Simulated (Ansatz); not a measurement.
# SiTe2S6: what a guessed cell relaxes into, part 3 of 3

Aim: relax a trial structure of SiTe2S6 and see where it ends.

Ansatz 0.2.0; DFT PBE, scalar-relativistic, plane waves, PAW.

### 4 Final relaxation

The end of the coarse run is made exact in the group found at a tolerance of 0.06 Å and reduced to its primitive cell.

input.yaml reads:

```yaml
crystal:
  lattice:
    - [0.0, 4.4280299666, 4.4280299666]
    - [4.4280299666, 0.0, 4.4280299666]
    - [4.4280299666, 4.4280299666, 0.0]
  atoms:
    - { symbol: Si, position: [0.0, 0.0, 0.0] }
    - { symbol: Te, position: [0.25, 0.25, 0.25] }
    - { symbol: Te, position: [0.75, 0.75, 0.75] }
    - { symbol: S, position: [0.7485397514, 0.2514602486, 0.2514602486] }
    - { symbol: S, position: [0.2514602486, 0.7485397514, 0.2514602486] }
    - { symbol: S, position: [0.2514602486, 0.7485397514, 0.7485397514] }
    - { symbol: S, position: [0.7485397514, 0.2514602486, 0.7485397514] }
    - { symbol: S, position: [0.2514602486, 0.2514602486, 0.7485397514] }
    - { symbol: S, position: [0.7485397514, 0.7485397514, 0.2514602486] }
basis:
  ecutwfc: 420
kpoints:
  mp_grid: { grid: [8, 8, 8] }
hamiltonian:
  xc: pbe
scf:
  occupations: { method: gaussian, width: 0.1 }
output:
  forces: true
  stress: true
  eigenvalues: true
relax:
  adjacent_minimum: "off"
  f_tol: 0.01
  max_steps: 80
  cell: { stress_tol: 0.05 }
```

Started as:

```sh
$ ansatz run input.yaml --threads 1 --pin off --max-ram 2048MiB --backend cpu --events-out ev --progress --plain --runs-dir out
```

Standard output:

```text
Warning: RAYON_NUM_THREADS=1 ignored (pool sized by the plan → 1); use --threads N
Engine: ansatz 0.2.0, aarch64-unknown-linux-gnu
Pseudopotentials: kind: paw
Pseudopotential: Si, paw, valence charge 4, recommended cutoff 420 eV (normal), Si.paw.azcp
Pseudopotential: Te, paw, valence charge 16, recommended cutoff 420 eV (normal), Te.paw.azcp
Pseudopotential: S, paw, valence charge 6, recommended cutoff 420 eV (normal), S.paw.azcp
Functional definition: PBE
  parameter kappa = 0.804
  parameter beta = 0.06672455060314922
  exchange = pbe_x(kappa = kappa, mu = beta*pi^2/3)
  correlation = pbe_c(beta = beta)
Crystal: 9 atoms, lattice volume = 173.645 Å³
Basis set: ecut = 420 eV, 3479 PW (Γ), exchange–correlation on 90×90×90 points (8 copies of the dense FFT grid, shifted against one another)
Bands: 45, of which v1, the nominal top of the filled ones, is band 36 counted from 1 (35 counted from 0)
Symmetry: 48 space group operations
Space group: Fm-3m (ITA 225), of the structure as read, at distance tolerance 5.6e-5 Å
k-points: 29 of 512
Non-local potential: Si, projectors of the file, l = 0: 2, l = 1: 2, l = 2: 2
Non-local potential: Te, projectors of the file, l = 0: 2, l = 1: 2, l = 2: 2, l = 3: 2
Non-local potential: S, projectors of the file, l = 0: 2, l = 1: 2, l = 2: 2
PAW form: soft (Blöchl's): semilocal exchange-correlation on the pseudo side does not see the compensation charge
PAW one-centre angular grid: Si, 110 points (default); XC on 64 Gauss nodes
PAW one-centre angular grid: Te, 590 points (default); XC on 64 Gauss nodes
PAW one-centre angular grid: S, 110 points (default); XC on 64 Gauss nodes
Initial density: superposition of atomic densities (neutral atoms: chi_scale 0, normalization atom), corrected by the library's trained network
Initial wavefunctions: pseudopotential atomic-orbital guess
Functional: x = pbe(κ = 0.804, μ = 0.2195149727645171), c = pbe(β = 0.06672455060314922)
SCF iter   1: F=—  HF=-20004.754426 eV  |F-HF|=—  |Δ(HF+E_count)|=         —  Δρ=4.98e-3  dr2=6.00e-2  ethr=1.77e-3  ⟨swp⟩=11.5  Hψ=6762  notcnv=0
preconditioner: auto → Kerker (q_TF=auto, 2.356 Å⁻¹)  [metal: Δε(μ)=0.011 eV  Ē_g=8.396 eV  σ=0.100 eV  W_gap=0.06  n_scr=50 (ndim 8)  ℏωp=20.3 eV  f_vac=0.000  D(μ)=7.58/eV (n_scr^D=58)]
SCF iter   2: F=—  HF=-20004.744986 eV  |F-HF|=—  |Δ(HF+E_count)|=   9.44e-3  Δρ=2.78e-3  dr2=1.99e-2  ethr=8.34e-5  ⟨swp⟩=1.8  Hψ=1586  notcnv=0  defer=1
SCF iter   3: F=—  HF=-20004.741480 eV  |F-HF|=—  |Δ(HF+E_count)|=   3.51e-3  Δρ=3.94e-4  dr2=4.78e-4  ethr=2.76e-5  ⟨swp⟩=2.8  Hψ=2012  notcnv=0  defer=1
SCF iter   4: F=—  HF=-20004.741428 eV  |F-HF|=—  |Δ(HF+E_count)|=   5.20e-5  Δρ=1.70e-4  dr2=6.70e-5  ethr=6.64e-7  ⟨swp⟩=2.3  Hψ=1670  notcnv=0  defer=1
SCF iter   5: F=—  HF=-20004.741460 eV  |F-HF|=—  |Δ(HF+E_count)|=   3.22e-5  Δρ=2.89e-5  dr2=2.38e-6  ethr=9.30e-8  ⟨swp⟩=2.4  Hψ=1864  notcnv=0  defer=1
SCF iter   6: F=—  HF=-20004.741461 eV  |F-HF|=—  |Δ(HF+E_count)|=   7.04e-7  Δρ=9.63e-6  dr2=3.89e-7  ethr=3.31e-9  ⟨swp⟩=2.7  Hψ=2372  notcnv=0  defer=1
SCF iter   7: F=-20004.741461 eV  HF=-20004.741461 eV  |F-HF|=1.02e-8  |Δ(HF+E_count)|=   1.99e-7  Δρ=2.95e-6  dr2=3.90e-8  ethr=1.39e-10  ⟨swp⟩=11.4  Hψ=5917  notcnv=0
SCF 1 converged in 7 iterations: F = -20004.741461 eV  dr2 = 3.90e-8
relax step   1: F+E_penalty+E_count = -20004.74146136 eV  Δ(F+E_penalty+E_count) = +0.000e0 eV  max|allowed force component| = 1.259e-2 eV/Å  Δτ_max = 0.0000 Å  P = +0.118 GPa  Ω = 173.645 Å³  (7 SCF iters, dr2 threshold 1.00e-7 eV, accepted)
Crystal: 9 atoms, lattice volume = 174.007 Å³
Initial density: handed on by an earlier stage of this run
Initial wavefunctions: those handed on with the density
iter 1 solved again at ethr=8.58e-8 eV; its pass at ethr=3.10e-3 eV (dr2=6.17e-5 eV) is discarded
SCF iter   1: F=—  HF=-20004.741473 eV  |F-HF|=—  |Δ(HF+E_count)|=         —  Δρ=1.08e-4  dr2=5.84e-5  ethr=8.58e-8  ⟨swp⟩=2.0  Hψ=6133  notcnv=0
preconditioner: auto → Kerker (q_TF=auto, 2.355 Å⁻¹)  [metal: Δε(μ)=0.015 eV  Ē_g=8.391 eV  σ=0.100 eV  W_gap=0.09  n_scr=50 (ndim 8)  ℏωp=20.3 eV  f_vac=0.000  D(μ)=7.77/eV (n_scr^D=64)]
SCF iter   2: F=—  HF=-20004.741450 eV  |F-HF|=—  |Δ(HF+E_count)|=   2.26e-5  Δρ=6.40e-5  dr2=2.20e-5  ethr=8.11e-8  ⟨swp⟩=1.0  Hψ=1305  notcnv=0
SCF iter   3: F=—  HF=-20004.741493 eV  |F-HF|=—  |Δ(HF+E_count)|=   4.28e-5  Δρ=1.10e-5  dr2=3.39e-7  ethr=3.06e-8  ⟨swp⟩=2.0  Hψ=1735  notcnv=0
iter 4 did not close the SCF: its close was put off for the readings that it lacked (scf_convergence_deferred on its scf_iter line)
SCF iter   4: F=-20004.741493 eV  HF=-20004.741493 eV  |F-HF|=6.53e-9  |Δ(HF+E_count)|=   3.09e-8  Δρ=2.08e-6  dr2=1.06e-8  ethr=4.71e-10  ⟨swp⟩=2.0  Hψ=1804  notcnv=0
iter 5 did not close the SCF: its close was put off for the readings that it lacked (scf_convergence_deferred on its scf_iter line)
SCF iter   5: F=-20004.741493 eV  HF=-20004.741493 eV  |F-HF|=2.62e-10  |Δ(HF+E_count)|=   8.37e-9  Δρ=6.86e-7  dr2=1.68e-9  ethr=1.47e-11  ⟨swp⟩=2.0  Hψ=2020  notcnv=0
SCF iter   6: F=-20004.741493 eV  HF=-20004.741493 eV  |F-HF|=1.06e-10  |Δ(HF+E_count)|=  8.26e-10  Δρ=2.10e-7  dr2=2.17e-10  ethr=2.33e-12  ⟨swp⟩=1.9  Hψ=3989  notcnv=0
SCF 2 converged in 6 iterations: F = -20004.741493 eV  dr2 = 2.17e-10
relax step   2: F+E_penalty+E_count = -20004.74149297 eV  Δ(F+E_penalty+E_count) = -3.161e-5 eV  max|allowed force component| = 7.430e-3 eV/Å  Δτ_max = 0.0007 Å  P = -0.019 GPa  Ω = 174.007 Å³  energy of the carried Pulay correction = -3.782e-5 eV  (6 SCF iters, dr2 threshold 3.46e-8 eV, accepted)
Initial wavefunctions: pseudopotential atomic-orbital guess (no wavefunctions were taken with the density)
iter 1 solved again at ethr=6.12e-7 eV; its pass at ethr=3.10e-3 eV (dr2=4.40e-4 eV) is discarded
SCF iter   1: F=—  HF=-20004.741498 eV  |F-HF|=—  |Δ(HF+E_count)|=         —  Δρ=3.11e-6  dr2=2.13e-8  ethr=6.12e-7  ⟨swp⟩=3.0  Hψ=9840  notcnv=0
eigensolver tolerance schedule: the retry pair's looser diagonalisation over-reported the residual by 20646.92 of it (diagonalisation noise at an unbounded share of the residual, at the tolerance the schedule requests for it); recorded, not acted on — ethr = c·dr2/N_el stays at c = 1.0e-1
preconditioner: auto → Kerker (q_TF=auto, 2.355 Å⁻¹)  [metal: Δε(μ)=0.015 eV  Ē_g=8.392 eV  σ=0.100 eV  W_gap=0.09  n_scr=50 (ndim 8)  ℏωp=20.3 eV  f_vac=0.000  D(μ)=7.77/eV (n_scr^D=64)]
SCF iter   2: F=—  HF=-20004.741535 eV  |F-HF|=—  |Δ(HF+E_count)|=   3.67e-5  Δρ=1.33e-6  dr2=3.63e-9  ethr=2.96e-11  ⟨swp⟩=4.0  Hψ=3332  notcnv=0
SCF iter   3: F=—  HF=-20004.741535 eV  |F-HF|=—  |Δ(HF+E_count)|=  2.33e-10  Δρ=8.99e-7  dr2=1.78e-9  ethr=5.05e-12  ⟨swp⟩=1.0  Hψ=1306  notcnv=0
iter 4 did not close the SCF: its close was put off for the readings that it lacked (scf_convergence_deferred on its scf_iter line)
SCF iter   4: F=-20004.741535 eV  HF=-20004.741535 eV  |F-HF|=3.27e-11  |Δ(HF+E_count)|=  2.40e-10  Δρ=1.56e-7  dr2=5.74e-11  ethr=2.47e-12  ⟨swp⟩=2.0  Hψ=2004  notcnv=0
iter 5 did not close the SCF: its close was put off for the readings that it lacked (scf_convergence_deferred on its scf_iter line)
SCF iter   5: F=-20004.741535 eV  HF=-20004.741535 eV  |F-HF|=1.09e-11  |Δ(HF+E_count)|=  3.64e-12  Δρ=4.38e-8  dr2=1.06e-11  ethr=1.00e-12  ⟨swp⟩=1.0  Hψ=1359  notcnv=0  defer=1
iter 6 did not close the SCF: its close was put off for the readings that it lacked (scf_convergence_deferred on its scf_iter line)
SCF iter   6: F=-20004.741535 eV  HF=-20004.741535 eV  |F-HF|=0.00e0  |Δ(HF+E_count)|=  3.64e-12  Δρ=1.16e-8  dr2=5.73e-13  ethr=1.00e-12  ⟨swp⟩=1.0  Hψ=1303  notcnv=0  defer=1
iter 7 did not close the SCF: its close was put off for the readings that it lacked (scf_convergence_deferred on its scf_iter line)
SCF iter   7: F=-20004.741535 eV  HF=-20004.741535 eV  |F-HF|=3.64e-12  |Δ(HF+E_count)|=    0.00e0  Δρ=6.65e-9  dr2=1.06e-13  ethr=1.00e-12  ⟨swp⟩=1.0  Hψ=1303  notcnv=0  defer=1
SCF iter   8: F=-20004.741535 eV  HF=-20004.741535 eV  |F-HF|=7.28e-12  |Δ(HF+E_count)|=    0.00e0  Δρ=5.81e-9  dr2=1.19e-13  ethr=1.00e-12  ⟨swp⟩=3.5  Hψ=3838  notcnv=0
SCF 3 converged in 8 iterations: F = -20004.741535 eV  dr2 = 1.19e-13
relax step   3: F+E_penalty+E_count = -20004.74153464 eV  Δ(F+E_penalty+E_count) = -4.167e-5 eV  max|allowed force component| = 7.428e-3 eV/Å  Δτ_max = 0.0000 Å  P = -0.019 GPa  Ω = 174.007 Å³  stress off target by 1.87e-2 GPa  SCF on the basis re-selected at this cell (its energy is not comparable with the rows above)  (8 SCF iters)
basis re-selected at this cell: Δ(F+E_penalty+E_count) = -4.167e-5 eV, ΔP = +0.000 GPa vs the last step (what re-selecting the basis moved, of the pressure what is left beyond the Pulay correction that the steps carried, after the strain that the cell walked since its last selection, with what the two solves' SCF thresholds leave and, on support functions, any second-order correction that the steps lacked; it is no measure of the basis error at this ecutwfc). This SCF's stress stands 1.87e-2 GPa from its target on what of the cell is left free (relax.cell.stress_tol is 5.00e-2 GPa) and its largest allowed force component is 7.43e-3 eV/Å (relax.f_tol is 1.00e-2 eV/Å): within both
SCF converged after 8 iterations
Free energy (F): -20004.741535 eV
Harris-Foulkes:  -20004.741535 eV  (|F-HF|=7.28e-12)
Internal energy: -20004.702685 eV  (E = F + TS)
E sigma→0 (E₀):  -20004.722110 eV
Entropy (-TS):   -0.038849 eV (-4.317 meV/atom)
Fermi energy:    8.750972 eV
--- Per-component energies (eV) ---
  E_band       = -423.947476
  E_kinetic    = 1037.171244
  E_local      = -2906.967459  (includes V_loc(G=0)·N_el)
  E_nonlocal   = -424.183284
  E_hartree    = 1717.545706
  E_xc         = -883.062904
  E_vxc        = -775.564598  (∫ρ·V_xc dr)
  E_paw        = -13437.053684  (= ΣΔE_a)
  E_vpaw       = -789.494408  (= ΣTr[D̂ρ^β])
  E_aug_tail   = -0.000384  (compensation charges beyond the density's cutoff)
  E_ewald      = -5108.151921
  E_smearing   = -0.038849  (= −TS)
  E_closure    = -0.000000  (closes the sum)
  Σ components = -20004.741535   (vs F -20004.741535, Δ=0.00e0)
--- Forces (eV/Å), atoms counted from 1 ---
  atom   1  Si    -0.00000000     0.00000000     0.00000000
  atom   2  Te     0.00000000     0.00000000     0.00000000
  atom   3  Te    -0.00000000    -0.00000000    -0.00000000
  atom   4  S      0.00742783    -0.00000000    -0.00000000
  atom   5  S     -0.00000000     0.00742783    -0.00000000
  atom   6  S     -0.00742783     0.00000000     0.00000000
  atom   7  S      0.00000000    -0.00742783     0.00000000
  atom   8  S     -0.00000000    -0.00000000     0.00742783
  atom   9  S      0.00000000     0.00000000    -0.00742783
  max |Σ_I F_I| component: 1.39e-17 eV/Å
--- Stress (GPa, compression-positive) ---
       -0.018747       0.000000       0.000000
        0.000000      -0.018747      -0.000000
        0.000000      -0.000000      -0.018747
  P = ⅓ Tr σ = -0.0187 GPa (-0.187 kbar)
--- Band table (eV; the first three rows and the last of 29) ---
  k-point 0: bands = ["-29.0001", "-29.0001", "-28.9987", "-28.9987", "-28.9970", "-28.9970", "-28.9970", "-28.9966", "-28.9966", "-28.9966", "-6.5526", "-3.6475", "-3.6475", "-3.6475", "-2.5059", "-2.5059", "-2.1855", "-1.6639", "0.9177", "2.6879", "2.6879", "2.6879", "2.9824", "2.9824", "2.9824", "7.1457", "7.1457", "7.1457", "7.6506", "7.6506", "7.6506", "8.5430", "8.5430", "9.4996", "9.4996", "9.4996", "10.7810", "11.1340", "11.1340", "11.1340", "11.3408", "11.3408", "11.3408", "13.5921", "13.5921"]
  k-point 1: bands = ["-29.0000", "-29.0000", "-28.9988", "-28.9988", "-28.9970", "-28.9970", "-28.9970", "-28.9966", "-28.9966", "-28.9966", "-6.4881", "-3.8160", "-3.6266", "-3.6266", "-2.5675", "-2.5675", "-2.2325", "-1.6755", "1.0047", "2.7878", "2.7878", "2.9767", "3.1368", "3.1368", "3.1406", "6.8555", "7.0174", "7.0174", "7.5267", "7.5267", "7.7042", "8.3812", "8.3812", "9.3436", "9.3436", "9.4035", "10.6722", "10.8625", "11.0370", "11.0370", "11.0934", "11.2679", "11.2679", "13.8028", "13.8028"]
  k-point 2: bands = ["-28.9998", "-28.9998", "-28.9989", "-28.9989", "-28.9970", "-28.9970", "-28.9970", "-28.9966", "-28.9966", "-28.9966", "-6.3020", "-4.2346", "-3.5656", "-3.5656", "-2.7223", "-2.7223", "-2.2948", "-1.7493", "1.2786", "3.0795", "3.0795", "3.3333", "3.5389", "3.5389", "3.8517", "6.4246", "6.4549", "6.4549", "7.4675", "7.4675", "7.8613", "7.9492", "7.9492", "9.0516", "9.0516", "9.1475", "9.5271", "9.7901", "10.8448", "10.8448", "11.1193", "11.1193", "11.6891", "14.1352", "14.1352"]
  k-point 28: bands = ["-28.9997", "-28.9997", "-28.9990", "-28.9990", "-28.9969", "-28.9969", "-28.9968", "-28.9968", "-28.9967", "-28.9967", "-5.5564", "-4.3474", "-4.3474", "-4.3300", "-2.9537", "-2.7881", "-1.9360", "-1.9360", "2.2266", "3.9459", "4.3653", "4.3653", "4.6757", "4.6757", "5.3207", "5.6125", "5.6870", "5.7830", "6.5629", "6.5629", "7.1457", "7.3808", "7.3808", "7.7089", "8.2040", "8.2040", "8.5547", "8.6750", "9.4152", "9.7527", "10.1941", "10.1941", "13.8602", "15.6682", "15.7956"]
--- Relaxed structure (2 steps of the walk, 2 accepted, 1 SCFs on fresh bases) ---
  F+E_penalty+E_count = -20004.74153464 eV   max|allowed force component| = 7.428e-3 eV/Å   (the final SCF, on the basis selected at the relaxed cell)
  cell:  # Å, volume = 174.0065 Å³
    - [-1.0827665569903128e-34, 4.431102928296, 4.431102928296]
    - [4.431102928296, 9.68120686250162e-34, 4.431102928296]
    - [4.431102928296, 4.431102928296, 4.4584505287836414e-35]
  atoms:
    - { symbol: Si, position: [-5.441106269045589e-21, -2.720553134522791e-21, 2.7205531345227973e-21] }
    - { symbol: Te, position: [0.24999999999999997, 0.24999999999999997, 0.24999999999999997] }
    - { symbol: Te, position: [0.7499999999999999, 0.7499999999999999, 0.7499999999999999] }
    - { symbol: S, position: [0.7486185621238359, 0.251381437876164, 0.251381437876164] }
    - { symbol: S, position: [0.251381437876164, 0.7486185621238359, 0.251381437876164] }
    - { symbol: S, position: [0.2513814378761642, 0.7486185621238357, 0.7486185621238357] }
    - { symbol: S, position: [0.7486185621238357, 0.2513814378761642, 0.7486185621238357] }
    - { symbol: S, position: [0.251381437876164, 0.251381437876164, 0.7486185621238359] }
    - { symbol: S, position: [0.7486185621238357, 0.7486185621238357, 0.2513814378761642] }
```

It took 37 s on 1 thread of Arm Neoverse V2, shared host; peak memory 0.52 GiB.

Relaxation path:

```csv
step,energy from step 1 (eV/cell),largest force component (eV/Å),pressure (GPa),volume (Å³)
1,0.0000,0.0126,0.12,173.64
2,0.0000,0.0074,-0.02,174.01
3,-0.0001,0.0074,-0.02,174.01
```

Step 1 is the start. Step 3 repeats the geometry before it on a plane-wave basis chosen anew for that cell, so its energy need not be comparable with the rows above.

Lengths and angles in the start's conventional setting:

|  | before | after | change |
| --- | --- | --- | --- |
| a (Å) | 8.856 | 8.862 | +0.1 % |
| b (Å) | 8.856 | 8.862 | +0.1 % |
| c (Å) | 8.856 | 8.862 | +0.1 % |
| volume (Å³/atom) | 19.29 | 19.33 | +0.2 % |
| shortest distance (Å) | 2.227 | 2.228 | 0.0 % |
| space group (0.01 Å) | Fm-3m | Fm-3m | same |

Forces and stress were held to the start's 48 operations: a distortion of lower symmetry was not tested.

### 5 Summary of results

This closing draws on all 3 parts. Changes of volume or cell count from the first structure of part 1.

```
                              quantity                                                                      value
symmetry at the end (tolerance 0.05 Å)                                                space group Fm-3m (No. 225)
                     conventional cell  a = 8.862 Å, b = 8.862 Å, c = 8.862 Å, α = 90.00°, β = 90.00°, γ = 90.00°
                                volume                                                              19.33 Å³/atom
              energy over the elements                                                              +0.37 eV/atom
                       gap on the mesh                                                               none (metal)
```

The space group Fm-3m (No. 225) is kept, and the volume per atom shrinks by 12.6 % from the first guess. The formation energy is positive, so the separate elements lie lower. No finished test with a distortion of lower symmetry is shown, so the end may be a saddle point. Spin-orbit coupling is left out for Te.
